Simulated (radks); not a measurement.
# Polarisabilities and dispersion coefficients of Ni, Ag, Mg and others

Aim: static dipole polarisabilities and C6 coefficients, each species in its NIST ground configuration. After each ground state the linear response is solved; its values go to the run's result record, not to the log. Response by self-consistent Sternheimer equations with the Hartree and adiabatic LDA kernel, the relativistic mass of each level held fixed and spin-orbit coupling left out.

The numbers are computed with radks (a radial shooting solver on a logarithmic mesh, Libxc functionals) version 1 (scalar-relativistic Kohn-Sham, LDA (Slater exchange, VWN5 correlation), spin-polarised, spherical densities, finite nucleus; open shells are filled with parallel spins first), except any that are marked as measured or tabulated.

## Step 1: Starting point

```
species : Ni ([Ar] 3d8 4s2), Ag ([Kr] 4d10 5s1), Mg ([Ne] 3s2), Sn⁺ ([Kr] 4d10 5s2 5p1), Pb ([Hg] 6p2), Ru ([Kr] 4d7 5s1)
```

## Step 2: Ni, [Ar] 3d8 4s2

Input:

```text
Z 28
configuration [Ar] 3d8 4s2
relativity scalar-relativistic
functional lda,vwn5
spin polarised
nucleus finite rms 3.7757 fm
c 137.035999084
response adiabatic LDA kernel
```

## Step 3: Ag, [Kr] 4d10 5s1

Input:

```text
Z 47
configuration [Kr] 4d10 5s1
relativity scalar-relativistic
functional lda,vwn5
spin polarised
nucleus finite rms 4.5454 fm
c 137.035999084
response adiabatic LDA kernel
```

## Step 4: Mg, [Ne] 3s2

Input:

```text
Z 12
configuration [Ne] 3s2
relativity scalar-relativistic
functional lda,vwn5
spin polarised
nucleus finite rms 3.057 fm
c 137.035999084
response adiabatic LDA kernel
```

## Step 5: Sn⁺, [Kr] 4d10 5s2 5p1

Input:

```text
Z 50
configuration [Kr] 4d10 5s2 5p1
relativity scalar-relativistic
functional lda,vwn5
spin polarised
nucleus finite rms 4.6519 fm
c 137.035999084
response adiabatic LDA kernel
```

## Step 6: Pb, [Hg] 6p2

Input:

```text
Z 82
configuration [Hg] 6p2
relativity scalar-relativistic
functional lda,vwn5
spin polarised
nucleus finite rms 5.5012 fm
c 137.035999084
response adiabatic LDA kernel
```

## Step 7: Ru, [Kr] 4d7 5s1

Input:

```text
Z 44
configuration [Kr] 4d7 5s1
relativity scalar-relativistic
functional lda,vwn5
spin polarised
nucleus finite rms 4.4809 fm
c 137.035999084
response adiabatic LDA kernel
```

Before running it: what results should come out? Wanted: for each run, species; −ε(HOMO); α; α uncoupled; C6; C8; recommended α.

**Answer**, as computed:

```csv
species,−ε(HOMO) (eV),α (bohr³),α uncoupled (bohr³),C6 (hartree bohr⁶),C8 (hartree bohr⁸),recommended α (bohr³)
Ni,5.681,43.90,79.33,343.7,-,49
Ag,4.988,44.73,71.93,353.5,16780,55
Mg,4.781,70.99,121.3,618.1,43330,71.2
Sn⁺,10.814,25.99,43.74,198.9,-,-
Pb,4.064,66.72,94.47,766.8,-,47
Ru,4.181,56.32,97.19,526.8,-,72
```

Uncoupled leaves out the potential induced by the response; C6 and C8 are for like pairs. Mg is the most polarisable and Sn⁺ the least, a factor 2.73 apart. For the pair Mg–Sn⁺ the Casimir-Polder integral gives C6 = 317.1, the rule 2·Ca·Cb/(Ca·αb/αa + Cb·αa/αb) on the like-pair values 319.5. Against the recommended values (Schwerdtfeger and Nagle, 2023 table) the misses are Ni -10 %, Ag -19 %, Mg -0 %, Pb +42 %, Ru -22 %. C8 is given only where no p, d or f shell is open. For heavy and open-shell atoms this level can miss by tens of per cent.
